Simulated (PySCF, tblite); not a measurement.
**C3H7ClGeO: geometry, infrared bands and NMR shifts**

Wanted: the infrared bands and NMR shifts of C3H7ClGeO (`C[C](=O)[GeH2][CH2]Cl`), by calculation.

Computed with tblite 0.8.0 and PySCF 2.14.0, with density-fitted response routines of our own, on a single molecule in the gas phase. Atoms count from 0, in the outputs and in this text.

## Step 1: The molecule as given

13 atoms, charge 0, multiplicity 1; geometry from: force field or distance geometry start.

Bonds of the start (Å): C0–C1 1.46, C1–O2 1.23, C1–Ge3 1.91, Ge3–C4 1.94, C4–Cl5 1.79, C0–H6 1.14, C0–H7 1.10, C0–H8 1.11, Ge3–H9 1.56, Ge3–H10 1.55, C4–H11 1.12, C4–H12 1.12.

## Step 2: Geometry optimisation with GFN2-xTB

The job: settings as JSON, then the geometry in Å.

```
{"job": {"kind": "relax", "xc": "GFN2-xTB", "basis": "xTB"}, "charge": 0, "multiplicity": 1}
C     -1.869800     0.457800     0.343000
C     -1.113000    -0.422900    -0.542000
O     -1.706400    -1.352900    -1.085300
Ge     0.755500    -0.278100    -0.899800
C      1.842200    -0.158800     0.697400
Cl     1.918400     1.587600     1.098400
H     -2.966700     0.328100     0.076500
H     -1.791100     0.234200     1.418000
H     -1.656000     1.540100     0.197000
H      1.198100    -1.576200    -1.645500
H      1.114000     0.914800    -1.816900
H      1.397000    -0.698600     1.567100
H      2.873400    -0.574700     0.574400
```

The run is started by

```
OMP_NUM_THREADS=1 python probes_run.py task.json out
```

One launch serves the whole session: the jobs run in the order shown.

**Question.** This job is followed by: GFN2-xTB harmonic vibrations, gas phase; GIAO PBE0/pcSseg-1 NMR shielding, non-relativistic, gas phase. Predict these results of the whole session: strongest single infrared mode (GFN2-xTB); zero-point energy (GFN2-xTB); 13C shifts against TMS (PBE0/pcSseg-1); 1H shifts against TMS (PBE0/pcSseg-1, means over atoms taken as alike); 17O shifts against H2O (PBE0/pcSseg-1); 73Ge shifts against GeMe4 (PBE0/pcSseg-1); 35Cl shifts against HCl (PBE0/pcSseg-1).

The runs gave:

| quantity | value |
| --- | --- |
| strongest single infrared mode (GFN2-xTB) | 1991 cm⁻¹, 537 km/mol |
| zero-point energy (GFN2-xTB) | 54.2 kcal/mol |
| 13C shifts against TMS (PBE0/pcSseg-1) | 231.8, 45.7, 32.2 ppm |
| 1H shifts against TMS (PBE0/pcSseg-1, means over atoms taken as alike) | 4.35, 3.28, 2.76 ppm |
| 17O shifts against H2O (PBE0/pcSseg-1) | 806.4 ppm |
| 73Ge shifts against GeMe4 (PBE0/pcSseg-1) | -197 ppm |
| 35Cl shifts against HCl (PBE0/pcSseg-1) | 35 ppm |

What this shows: Over 144 steps the energy fell by 0.424 eV; of the close pairs, C1–Ge3 changed most, 1.908 to 2.023 Å. All 33 modes are real, so the xTB geometry is a minimum. The strongest single mode, at 1991 cm⁻¹, moves mainly H9 and H10. Unscaled tight-binding wavenumbers are off by several per cent, some by more. Its intensities can rank the bands wrongly. At PBE0/pcSseg-1: Shielding is most anisotropic at O2 (span 1541 ppm, paramagnetic term -871 ppm). Spin-orbit coupling is left out, which matters for shieldings and couplings at and beside the heavy atoms.
